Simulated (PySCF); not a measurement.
# MoSH₂: one geometry, several methods

How much do the numbers for MoSH₂ (triplet) hang on the method? All levels run at one geometry, the PBE0 minimum.

Program: PySCF 2.14.0. Level of theory: several methods, basis Mo def2-TZVP with ECP28, S def2-TZVP, H def2-TZVP, scalar-relativistic core potentials, no spin–orbit coupling, density fitting. These are calculated values, not measurements.

## Step 1: Starting geometry

4 atoms, charge 0, spin multiplicity 3.

Bond lengths: Mo1–S2 2.076 Å, Mo1–H3 1.723 Å, Mo1–H4 1.723 Å. Angles: S2–Mo1–H3 115.6°, S2–Mo1–H4 115.6°, H3–Mo1–H4 128.7°.

Z-matrix (Å, degrees; charge 0 multiplicity 3):
```
Mo
S  1 2.0762
H  1 1.7226 2 115.63
H  1 1.7226 2 115.63 3 180.00
```

## Step 2: PBE0

One driver script runs all steps and calls PySCF; scf.py shows the equivalent input of each level. Each SCF starts from the density of the minimum. The driver also runs the species with one electron less or more at the same geometry (one less: multiplicity 2, one more: multiplicity 4); their logs are not shown.

scf.py

```python
from pyscf import gto, scf, dft
mol = gto.M(atom='''
Mo     0.245971     0.426070    -0.000000
S     -0.792062    -1.372008     0.000000
H      1.963519     0.294770    -0.000000
H     -0.726617     1.847789     0.000000''',
    basis={'Mo': 'def2-TZVP', 'S': 'def2-TZVP', 'H': 'def2-TZVP'},
    ecp={'Mo': 'def2-TZVP'},
    charge=0, spin=2)
mf = dft.UKS(mol, xc='PBE0')
mf.grids.atom_grid = (99, 590)
aux = {'Mo': 'def2-universal-JKFIT', 'S': 'def2-universal-JKFIT', 'H': 'def2-universal-JKFIT'}
mf = mf.density_fit(auxbasis=aux)
mf.kernel()
```

The program printed:

```text
init E= -467.416232105006
[... the frontier-level lines of each cycle are left out ...]
cycle= 1 E= -467.416232105521  delta_E= -5.15e-10  |g|= 1e-05  |ddm|= 4.78e-05
Extra cycle  E= -467.41623210506  delta_E= 4.61e-10  |g|= 3.1e-05  |ddm|= 2.71e-05
converged SCF energy = -467.41623210506  <S^2> = 2.0834015  2S+1 = 3.0550951
```

This level, with the species of one electron less or more, needed 9.1 s of wall time on 4 threads, shared host.

```
energy                        : -467.416232 Eh
one electron less (charge +1) : -467.078830 Eh (doublet, ⟨S²⟩ 0.84)
one electron more (charge -1) : -467.482095 Eh (quartet, ⟨S²⟩ 3.79)
Mulliken charge of Mo1        : +0.58 e
```

## Step 3: HF

Changes to scf.py since step 2:

```diff
@@ -10,2 +10 @@
-mf = dft.UKS(mol, xc='PBE0')
-mf.grids.atom_grid = (99, 590)
+mf = scf.UHF(mol)
```

The program printed:

```text
init E= -466.178371837499
[... the frontier-level lines of each cycle are left out ...]
cycle= 1 E= -466.197090810294  delta_E= -0.0187  |g|= 0.104  |ddm|= 0.22
cycle= 2 E= -466.198708627972  delta_E= -0.00162  |g|= 0.104  |ddm|= 0.163
cycle= 3 E= -466.204592932527  delta_E= -0.00588  |g|= 0.0238  |ddm|= 0.0838
cycle= 4 E= -466.206146095098  delta_E= -0.00155  |g|= 0.0163  |ddm|= 0.0459
cycle= 5 E= -466.207118851889  delta_E= -0.000973  |g|= 0.0147  |ddm|= 0.0315
cycle= 6 E= -466.208560744024  delta_E= -0.00144  |g|= 0.0133  |ddm|= 0.0503
cycle= 7 E= -466.210363680594  delta_E= -0.0018  |g|= 0.0109  |ddm|= 0.0747
cycle= 8 E= -466.211716536479  delta_E= -0.00135  |g|= 0.00755  |ddm|= 0.0741
cycle= 9 E= -466.212438892809  delta_E= -0.000722  |g|= 0.00379  |ddm|= 0.0628
cycle= 10 E= -466.2125810381  delta_E= -0.000142  |g|= 0.00245  |ddm|= 0.0466
cycle= 11 E= -466.212550130146  delta_E= 3.09e-05  |g|= 0.003  |ddm|= 0.0314
cycle= 12 E= -466.212599196914  delta_E= -4.91e-05  |g|= 0.0012  |ddm|= 0.0149
cycle= 13 E= -466.212608716326  delta_E= -9.52e-06  |g|= 0.000346  |ddm|= 0.0102
cycle= 14 E= -466.212609319425  delta_E= -6.03e-07  |g|= 0.000215  |ddm|= 0.00151
cycle= 15 E= -466.212609550657  delta_E= -2.31e-07  |g|= 7.97e-05  |ddm|= 0.00122
cycle= 16 E= -466.212609556403  delta_E= -5.75e-09  |g|= 8.69e-05  |ddm|= 0.000716
cycle= 17 E= -466.212609587633  delta_E= -3.12e-08  |g|= 1.61e-05  |ddm|= 0.000463
cycle= 18 E= -466.212609588696  delta_E= -1.06e-09  |g|= 6.82e-06  |ddm|= 6.44e-05
cycle= 19 E= -466.212609588884  delta_E= -1.88e-10  |g|= 3.32e-06  |ddm|= 2.72e-05
Extra cycle  E= -466.212609588912  delta_E= -2.75e-11  |g|= 2.5e-06  |ddm|= 5.15e-06
converged SCF energy = -466.212609588912  <S^2> = 2.6661003  2S+1 = 3.4153186
```

This level, with the species of one electron less or more, took 2.7 s.

| Item | Value |
| --- | --- |
| energy | -466.212610 Eh |
| one electron less (charge +1) | -465.893945 Eh (doublet, ⟨S²⟩ 1.59) |
| one electron more (charge -1) | -466.266397 Eh (quartet, ⟨S²⟩ 3.87) |
| Mulliken charge of Mo1 | +0.80 e |

## Step 4: MP2

Changes to scf.py since step 3:

```diff
@@ -13,0 +14,2 @@
+from pyscf.mp import dfump2
+dfump2.DFUMP2(mf, frozen=5).kernel()  # the driver gives MP2 a fitting basis of its own (RI)
```

The program printed:

```text
init E= -466.178371837499
[... the frontier-level lines of each cycle are left out ...]
cycle= 1 E= -466.197090810293  delta_E= -0.0187  |g|= 0.104  |ddm|= 0.22
cycle= 2 E= -466.198708627972  delta_E= -0.00162  |g|= 0.104  |ddm|= 0.163
cycle= 3 E= -466.204592932527  delta_E= -0.00588  |g|= 0.0238  |ddm|= 0.0838
cycle= 4 E= -466.206146095097  delta_E= -0.00155  |g|= 0.0163  |ddm|= 0.0459
cycle= 5 E= -466.207118851888  delta_E= -0.000973  |g|= 0.0147  |ddm|= 0.0315
cycle= 6 E= -466.208560744023  delta_E= -0.00144  |g|= 0.0133  |ddm|= 0.0503
cycle= 7 E= -466.210363680594  delta_E= -0.0018  |g|= 0.0109  |ddm|= 0.0747
cycle= 8 E= -466.211716536479  delta_E= -0.00135  |g|= 0.00755  |ddm|= 0.0741
cycle= 9 E= -466.212438892809  delta_E= -0.000722  |g|= 0.00379  |ddm|= 0.0628
cycle= 10 E= -466.2125810381  delta_E= -0.000142  |g|= 0.00245  |ddm|= 0.0466
cycle= 11 E= -466.212550130145  delta_E= 3.09e-05  |g|= 0.003  |ddm|= 0.0314
cycle= 12 E= -466.212599196914  delta_E= -4.91e-05  |g|= 0.0012  |ddm|= 0.0149
cycle= 13 E= -466.212608716327  delta_E= -9.52e-06  |g|= 0.000346  |ddm|= 0.0102
cycle= 14 E= -466.212609319426  delta_E= -6.03e-07  |g|= 0.000215  |ddm|= 0.00151
cycle= 15 E= -466.212609550656  delta_E= -2.31e-07  |g|= 7.97e-05  |ddm|= 0.00122
cycle= 16 E= -466.212609556403  delta_E= -5.75e-09  |g|= 8.69e-05  |ddm|= 0.000716
cycle= 17 E= -466.212609587633  delta_E= -3.12e-08  |g|= 1.61e-05  |ddm|= 0.000463
cycle= 18 E= -466.212609588697  delta_E= -1.06e-09  |g|= 6.82e-06  |ddm|= 6.44e-05
cycle= 19 E= -466.212609588884  delta_E= -1.88e-10  |g|= 3.32e-06  |ddm|= 2.72e-05
Extra cycle  E= -466.212609588911  delta_E= -2.66e-11  |g|= 2.5e-06  |ddm|= 5.15e-06
converged SCF energy = -466.212609588911  <S^2> = 2.6661003  2S+1 = 3.4153186
```

This level, with the species of one electron less or more, took 3.4 s.

- energy: -466.757581 Eh
- one electron less (charge +1): -466.413276 Eh (doublet, ⟨S²⟩ 1.59)
- one electron more (charge -1): -466.837381 Eh (quartet, ⟨S²⟩ 3.87)
- MP2 correlation in its own fitting basis (same spin, opposite spin): -0.54497 Eh (-0.17134, -0.37363)

## Step 5: PBE

Changes to scf.py since step 4:

```diff
@@ -10 +10,2 @@
-mf = scf.UHF(mol)
+mf = dft.UKS(mol, xc='PBE')
+mf.grids.atom_grid = (99, 590)
@@ -14,2 +14,0 @@
-from pyscf.mp import dfump2
-dfump2.DFUMP2(mf, frozen=5).kernel()  # the driver gives MP2 a fitting basis of its own (RI)
```

The program printed:

```text
init E= -467.428056821737
[... the frontier-level lines of each cycle are left out ...]
cycle= 1 E= -467.425054017998  delta_E= 0.003  |g|= 0.109  |ddm|= 0.129
cycle= 2 E= -467.29915062743  delta_E= 0.126  |g|= 0.47  |ddm|= 0.391
cycle= 3 E= -467.430575193825  delta_E= -0.131  |g|= 0.0311  |ddm|= 0.342
cycle= 4 E= -467.431133609736  delta_E= -0.000558  |g|= 0.00952  |ddm|= 0.0247
cycle= 5 E= -467.431165352962  delta_E= -3.17e-05  |g|= 0.00632  |ddm|= 0.0127
cycle= 6 E= -467.431189187032  delta_E= -2.38e-05  |g|= 0.00115  |ddm|= 0.0048
cycle= 7 E= -467.431190348378  delta_E= -1.16e-06  |g|= 0.000359  |ddm|= 0.00155
cycle= 8 E= -467.431190506301  delta_E= -1.58e-07  |g|= 0.000117  |ddm|= 0.000699
cycle= 9 E= -467.43119052052  delta_E= -1.42e-08  |g|= 1.79e-05  |ddm|= 0.00024
cycle= 10 E= -467.431190520715  delta_E= -1.96e-10  |g|= 7.56e-06  |ddm|= 2.76e-05
Extra cycle  E= -467.431190519743  delta_E= 9.72e-10  |g|= 4.2e-05  |ddm|= 3.26e-05
converged SCF energy = -467.431190519743  <S^2> = 2.0438522  2S+1 = 3.0290937
```

This level, with the species of one electron less or more, took 21 s.

| Item | Value |
| --- | --- |
| energy | -467.431191 Eh |
| one electron less (charge +1) | -467.099995 Eh (doublet, ⟨S²⟩ 0.78) |
| one electron more (charge -1) | -467.490061 Eh (quartet, ⟨S²⟩ 3.77) |
| Mulliken charge of Mo1 | +0.51 e |

## Step 6: Comparison of the levels

| level | atomisation energy (kJ/mol) | vertical ionisation energy (eV) | vertical electron affinity (eV) | −ε(HOMO) (eV) | gap (eV) | dipole (D) | wall time |
| --- | --- | --- | --- | --- | --- | --- | --- |
| PBE0 | 882 | 9.18 | 1.79 | 7.25 | 3.57 | 1.22 | 9.1 s |
| HF | 379 | 8.67 | 1.46 | 10.12 | 9.59 | 0.86 | 2.7 s |
| MP2 | 803 | 9.37 | 2.17 | – | – | – | 3.4 s |
| PBE | 970 | 9.01 | 1.60 | 5.86 | 1.35 | 0.93 | 21 s |

Times are for 4 threads, shared host; PBE0 starts from its own converged density, so its time is not comparable. A dash stands where a species or a free atom was not run at that level, or the quantity is not defined.

Atomisation goes to high-spin atoms in their ground configurations, run at the same level, without zero-point energy.

## Step 7: Outcome

| quantity | value |
| --- | --- |
| atomisation energy, range | 379 (HF) to 970 (PBE) kJ/mol |
| vertical ionisation energy, range | 8.67 (HF) to 9.37 (MP2) eV |
| vertical electron affinity, range | 1.46 (HF) to 2.17 (MP2) eV |
| orbital gap, range | 1.35 (PBE) to 9.59 (HF) eV |

**Reading.** The atomisation energy spreads over 591 kJ/mol, from HF to PBE; without a CCSD(T) value for it there is no yardstick here. Spin contamination is strong in at least one of the open-shell species at HF, MP2. Without diffuse functions electron affinities tend to come out too low. Open d and f shells are described by one determinant, and the ground state may have another occupation or spin.
